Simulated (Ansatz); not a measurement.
# AlO2: the cost of one run

Method: DFT PBE, scalar-relativistic, plane waves, PAW, in Ansatz 0.2.0.

4 further runs of the same task are left out: 1 that didn't finish, 3 set aside as unsound or not needed.

## Step 1: The system as given

The cell holds 21 atoms (Al7O14): a = 6.503 Å, b = 6.501 Å, c = 6.108 Å, α = 89.12°, β = 91.88°, γ = 87.00°.

It is the last frame of an earlier stage of the same melt, run at 2590 K.

The coordinates stand in the first input below.

## Step 2: Stage at 1440 K

One k point, a Fermi-Dirac width of 0.124 eV and a fixed cell.

The input, input.yaml:

```yaml
crystal:
  lattice:
    - [6.499667, 0.170848, -0.104021]
    - [0.170848, 6.498163, 0.049603]
    - [-0.104021, 0.049603, 6.106686]
  atoms:
    - { symbol: Al, position: [0.7823736639, 0.2623989272, 0.7120976028] }
    - { symbol: Al, position: [0.0731917906, 0.0726152026, 0.2686518157] }
    - { symbol: Al, position: [0.5263433738, 0.6879520947, 0.9000782113] }
    - { symbol: Al, position: [0.536960551, 0.9190981084, 0.4132844977] }
    - { symbol: Al, position: [0.1736513715, 0.9461227549, 0.7352576578] }
    - { symbol: Al, position: [0.6778143336, 0.4027490031, 0.2368414486] }
    - { symbol: Al, position: [0.1312702736, 0.4472294636, 0.941793689] }
    - { symbol: O, position: [0.7015035715, 0.409373491, 0.9581840795] }
    - { symbol: O, position: [0.253487044, 0.6472347524, 0.8715973004] }
    - { symbol: O, position: [0.469613438, 0.1735357314, 0.3717993509] }
    - { symbol: O, position: [0.9496026754, 0.024325821, 0.9277439723] }
    - { symbol: O, position: [0.9300277246, 0.8340593958, 0.0855675302] }
    - { symbol: O, position: [0.0841018066, 0.3128710117, 0.6725210327] }
    - { symbol: O, position: [0.0385284627, 0.354918786, 0.2232418391] }
    - { symbol: O, position: [0.6515220673, 0.7053889117, 0.5992385596] }
    - { symbol: O, position: [0.7425848286, 0.4975086071, 0.5061624897] }
    - { symbol: O, position: [0.2683129888, 0.8768789988, 0.466294313] }
    - { symbol: O, position: [0.498047144, 0.9455492296, 0.7837133819] }
    - { symbol: O, position: [0.2860634173, 0.1024892771, 0.9983861805] }
    - { symbol: O, position: [0.8401433441, 0.0822430203, 0.4078736921] }
    - { symbol: O, position: [0.5761068076, 0.7212646836, 0.1988592048] }
  symmetry: { detect: false }
basis:
  ecutwfc: 420
  xc_grid: 1
kpoints:
  mp_grid: { grid: [1, 1, 1], shift: [0.25, 0.25, 0.25] }
hamiltonian:
  xc: pbe
scf:
  occupations: { method: fermi_dirac, width: 0.1241 }
  lower_state_search: "off"
  convergence: { dr2_threshold: 1.0e-05 }
output:
  forces: true
  stress: true
md:
  timestep: 2.0
  n_steps: 116
  ensemble: nvt_langevin
  friction: 0.015
  temperature: 1440.0
  initial_velocities: maxwell_boltzmann
  seed: 89660
```

Started as:

```console
ansatz run input.yaml --threads 2 --pin off --max-ram 5120MiB --backend cpu --events-out ev --progress --plain --runs-dir out
```

**Question.** How long does this run take on 2 threads of AMD EPYC (Zen 3), shared host, and how much memory does it need?

About 4.6 min, with a peak of 0.43 GiB.
